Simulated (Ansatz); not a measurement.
# BClH₂OSi: small, medium and large basis sets

The task here is to estimate one member of a computed series from the others.

Computed with Ansatz 0.2.0, Gaussian basis. Level: one geometry, several basis sets.

Plan: PBE0-D4/def2-SVP; ωB97M-V/def2-SVP; PBE0-D4/def2-QZVPP; ωB97M-V/def2-QZVPP; the functionals' def2-TZVPP values are taken from earlier runs.

## The geometry

The geometry comes from an earlier relaxation with PBE0-D4 in a triple-zeta def2 set; it is a stationary point.

SMILES `ClB1O[SiH2]1`, 6 atoms, charge 0, spin multiplicity 1.

Atoms are counted from 1 here; the program's logs count them from 0.

Bond lengths: Cl1–B2 1.724 Å, B2–O3 1.342 Å, B2–Si4 1.889 Å, O3–Si4 1.751 Å, Si4–H5 1.481 Å, Si4–H6 1.481 Å. Angles: Cl1–B2–O3 131.4°, Cl1–B2–Si4 165.6°, O3–B2–Si4 63.0°, B2–O3–Si4 73.9°, B2–Si4–O3 43.1°, B2–Si4–H5 124.4°, B2–Si4–H6 124.4°, O3–Si4–H5 112.3°, O3–Si4–H6 112.3°, H5–Si4–H6 110.9°.

Set-up of the first run:

File in.yaml:

```yaml
crystal:
  periodic: [false, false, false]
  atoms:
    - {symbol: Cl, position_ang: [-0.101753, -2.743410, 0.480814]}
    - {symbol: B, position_ang: [-0.099861, -1.050422, 0.152787]}
    - {symbol: O, position_ang: [-1.040305, -0.245578, -0.364586]}
    - {symbol: Si, position_ang: [0.342185, 0.776457, -0.031973]}
    - {symbol: H, position_ang: [0.900409, 1.382899, -1.262298]}
    - {symbol: H, position_ang: [0.041323, 1.815955, 0.978956]}
basis:
  gaussian: {orbitals: def2-SVP}
hamiltonian: {xc: pbe0, dispersion: d4}
output: {orbitals: {seedname: orbitals}}
```

Run with:

```
ansatz run in.yaml --threads 2 --pin off --events-out ev --progress --plain --max-ram 4352MiB
```

Steps of the session up to this table: PBE0-D4 in def2-SVP; ωB97M-V in def2-SVP; PBE0-D4 in def2-QZVPP; ωB97M-V in def2-QZVPP.

One table of the session follows, with a row left open; its other results are not shown here.

It belongs to the step «Functionals by basis». 

| functional | basis | HOMO (eV) |
| --- | --- | --- |
| PBE0-D4 | def2-SVP | -7.35 |
| PBE0-D4 | def2-TZVPP | -7.39 |
| PBE0-D4 | def2-QZVPP | -7.41 |
| ωB97M-V | def2-SVP | -9.42 |
| ωB97M-V | def2-TZVPP | ? |
| ωB97M-V | def2-QZVPP | -9.52 |

Q: Estimate the row for ωB97M-V, def2-TZVPP from the others.

**Answer.** HOMO (eV): -9.50. In the column «HOMO (eV)» it lies between ωB97M-V, def2-QZVPP (-9.52) and ωB97M-V, def2-SVP (-9.42).
